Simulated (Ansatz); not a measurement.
# Ge4I: the cost of one run

Program: Ansatz 0.2.0. Level of theory: DFT PBE, scalar-relativistic, plane waves, PAW. These are calculated values, not measurements.

### Step 1. The system as given

Symmetry: R-3m, No. 166, trigonal system. Conventional cell: a = 5.651 Å, b = 5.651 Å, c = 17.119 Å, α = 90.00°, β = 90.00°, γ = 120.00°. Around Ge (site symmetry 2/m) lie 6 Ge at 2.83 Å and 2 I at 3.29 Å. Ge (site symmetry -3m) has 6 Ge at 2.83 Å as nearest neighbours. Around I (site symmetry -3m) lie 6 Ge at 3.29 Å.

As a file:

```cif
data_structure
_symmetry_space_group_name_H-M 'R-3m:H'
_symmetry_Int_Tables_number 166
_cell_length_a 5.6512
_cell_length_b 5.6512
_cell_length_c 17.1194
_cell_angle_alpha 90.000
_cell_angle_beta 90.000
_cell_angle_gamma 120.000
_cell_volume 473.48
loop_
_atom_site_label
_atom_site_type_symbol
_atom_site_symmetry_multiplicity
_atom_site_Wyckoff_symbol
_atom_site_fract_x
_atom_site_fract_y
_atom_site_fract_z
_atom_site_occupancy
Ge1 Ge 9 d 0.16667 0.33333 0.83333 1
Ge2 Ge 3 b 0.66667 0.33333 0.83333 1
I1 I 3 a 0.00000 0.00000 0.00000 1
```

It is the end of an earlier relaxation with the same method, from a generated guess; it needn't be the stable form of this composition. At a tolerance of 0.05 Å it has space group R-3m (No. 166); it has 31.57 Å³/atom, an uncorrected energy of +0.42 eV/atom over the elements.

### Step 2. Static run: bands, density of states and charges

File input.yaml:

```yaml
crystal:
  lattice:
    - [2.825609117, 1.6313661843, 5.7064740981]
    - [-2.825609117, 1.6313661843, 5.7064740981]
    - [0.0, -3.2627323687, 5.7064740981]
  atoms:
    - { symbol: Ge, position: [0.0, 0.0, 0.5] }
    - { symbol: Ge, position: [0.5, 0.0, 0.0] }
    - { symbol: Ge, position: [0.0, 0.5, 0.0] }
    - { symbol: Ge, position: [0.5, 0.5, 0.5] }
    - { symbol: I, position: [0.0, 0.0, 0.0] }
basis:
  ecutwfc: 420
kpoints:
  mp_grid: { grid: [9, 9, 9] }
  band_path:
    path:
      - [[0.0, 0.0, 0.0], [0.5, 0.5, 0.5], [0.77884846, 0.22115154, 0.5]]
      - [[0.5, -0.22115154, 0.22115154], [0.5, 0.0, 0.0], [0.0, 0.0, 0.0], [0.36057577, -0.36057577, 0.0]]
      - [[0.63942423, 0.0, 0.36057577], [0.5, 0.0, 0.5], [0.0, 0.0, 0.0]]
    npoints: 14
hamiltonian:
  xc: pbe
scf:
  occupations: { method: gaussian, width: 0.1 }
  n_extra_bands: 12
output:
  forces: true
  stress: true
  eigenvalues: true
  populations: true
  dos: { projected: true, de: 0.02, nscf_kmesh: { grid: [14, 14, 14] } }
  bader: true
  write_density: true
  write_potential: true
  elf: true
  volumetric_format: npy
```

Started as:

```console
ansatz run input.yaml --threads 1 --pin off --max-ram 2560MiB --backend cpu --events-out ev --progress --plain --runs-dir out
```

**Question.** How long does this run take on 1 thread of AMD EPYC 9R45 (Zen 5), shared host, and how much memory does it need?

About 74 s, with a peak of 1.4 GiB.
